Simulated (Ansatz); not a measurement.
**C₃H₈BF₂N: a ladder of functionals and wavefunction methods**

One table from this session's results is given with a row withheld; the runs are named, their logs left out.

Program: Ansatz 0.2.0, Gaussian basis. Level of theory: functionals in def2-TZVPP, the program's frozen cores in correlated methods. These are calculated values, not measurements.

The runs, in order: LDA (SPW92), PBE-D4, revPBE-D4, BLYP-D4, r2SCAN-D4, B97M-V, PBE0-D4, B3LYP-D4, r2SCANh-D4, r2SCAN0-D4, HSE06-D4, BHLYP-D4, CAM-B3LYP-D4, LC-ωPBE, ωB97X-V, ωB97M-V, B2PLYP, PBE-QIDH; CCSD(T)/def2-SVP; MP2/def2-TZVPP; MP2/def2-QZVPP; RPA on PBE.

### The geometry

The geometry comes from an earlier relaxation with PBE0-D4 in a triple-zeta def2 set; it is a stationary point, not always the lowest conformer.

SMILES `CC(C)NB(F)F`, 15 atoms, charge 0, spin multiplicity 1.

Atoms are counted from 1 here; the program's logs count them from 0.

Bond lengths: C1–C2 1.521 Å, C1–H8 1.095 Å, C1–H9 1.091 Å, C1–H10 1.092 Å, C2–C3 1.521 Å, C2–N4 1.453 Å, C2–H11 1.093 Å, C3–H12 1.091 Å, C3–H13 1.092 Å, C3–H14 1.095 Å, N4–B5 1.390 Å, N4–H15 1.008 Å, B5–F6 1.333 Å, B5–F7 1.332 Å. Angles: C2–C1–H8 110.6°, C2–C1–H9 110.9°, C2–C1–H10 110.9°, H8–C1–H9 108.1°, H8–C1–H10 107.7°, H9–C1–H10 108.5°, C1–C2–C3 111.6°, C1–C2–N4 110.8°, C1–C2–H11 108.6°, C3–C2–N4 110.8°, C3–C2–H11 108.6°, N4–C2–H11 106.2°, C2–C3–H12 110.9°, C2–C3–H13 110.9°, C2–C3–H14 110.6°, H12–C3–H13 108.5°, H12–C3–H14 108.1°, H13–C3–H14 107.7° and more.

Set-up of the first run:

Input file in.yaml:

```yaml
crystal:
  periodic: [false, false, false]
  atoms:
    - {symbol: C, position_ang: [-0.575051, -1.538081, 0.177748]}
    - {symbol: C, position_ang: [0.203847, -0.233364, 0.239581]}
    - {symbol: C, position_ang: [1.530398, -0.337926, -0.496806]}
    - {symbol: N, position_ang: [-0.590012, 0.867021, -0.279308]}
    - {symbol: B, position_ang: [-1.001592, 1.996895, 0.417968]}
    - {symbol: F, position_ang: [-1.730645, 2.941722, -0.175386]}
    - {symbol: F, position_ang: [-0.688256, 2.183630, 1.699362]}
    - {symbol: H, position_ang: [-0.813614, -1.795582, -0.859169]}
    - {symbol: H, position_ang: [-1.512002, -1.458276, 0.731746]}
    - {symbol: H, position_ang: [0.007587, -2.360589, 0.598658]}
    - {symbol: H, position_ang: [0.405264, 0.002624, 1.288005]}
    - {symbol: H, position_ang: [2.090933, 0.595577, -0.422413]}
    - {symbol: H, position_ang: [2.142643, -1.143589, -0.085402]}
    - {symbol: H, position_ang: [1.366278, -0.552701, -1.557608]}
    - {symbol: H, position_ang: [-0.857579, 0.781738, -1.247677]}
basis:
  gaussian: {orbitals: def2-TZVPP}
hamiltonian: {xc: lda}
output: {orbitals: {seedname: orbitals}}
```

Started as:

```console
$ ansatz run in.yaml --threads 4 --pin off --events-out ev --progress --plain --max-ram 11315MiB
```

Among the steps run: LDA; PBE-D4 (GGA); revPBE-D4 (GGA); BLYP-D4 (GGA); r2SCAN-D4 (meta-GGA); B97M-V (meta-GGA); B3LYP-D4 (hybrid); r2SCANh-D4 (hybrid); r2SCAN0-D4 (hybrid); HSE06-D4 (hybrid); BHLYP-D4 (hybrid); CAM-B3LYP-D4 (range-separated); LC-ωPBE (range-separated); ωB97X-V (range-separated); ωB97M-V (range-separated); B2PLYP (double hybrid); PBE-QIDH (double hybrid).

One of the session's tables, all rows but one given; the rest of the session is left out.

It belongs to the step «Orbital energies across the functionals». 

| functional | HOMO (eV) | LUMO (eV) | gap (eV) |
| --- | --- | --- | --- |
| LDA (SPW92) | -6.56 | -0.26 | 6.30 |
| PBE-D4 | -6.36 | -0.09 | 6.27 |
| revPBE-D4 | -6.28 | 0.01 | 6.29 |
| BLYP-D4 | -6.25 | -0.10 | 6.15 |
| r2SCAN-D4 | -6.64 | 0.62 | 7.26 |
| B97M-V | -6.76 | 0.07 | 6.84 |
| PBE0-D4 | -7.77 | 0.69 | 8.46 |
| B3LYP-D4 | -7.54 | 0.35 | 7.90 |
| r2SCANh-D4 | ? | ? | ? |
| r2SCAN0-D4 | -7.96 | 1.15 | 9.11 |
| HSE06-D4 | -7.36 | 0.33 | 7.69 |
| BHLYP-D4 | -9.10 | 1.24 | 10.34 |
| CAM-B3LYP-D4 | -9.21 | 1.40 | 10.60 |
| LC-ωPBE | -10.57 | 2.69 | 13.25 |
| ωB97X-V | -10.20 | 2.47 | 12.66 |
| ωB97M-V | -10.11 | 1.99 | 12.10 |

**Question.** Estimate the row for r2SCANh-D4.

Worked estimate for «HOMO (eV)». Against the share of exact exchange, r2SCAN-D4 (0, -6.64), r2SCAN0-D4 (0.25, -7.96) give a slope of -5.28 per unit share; at 0.1 the line stands at -7.17.

**Answer.** HOMO (eV): -7.17; LUMO (eV): 0.84; gap (eV): 8.00. In «HOMO (eV)» the line misses by 0.00.
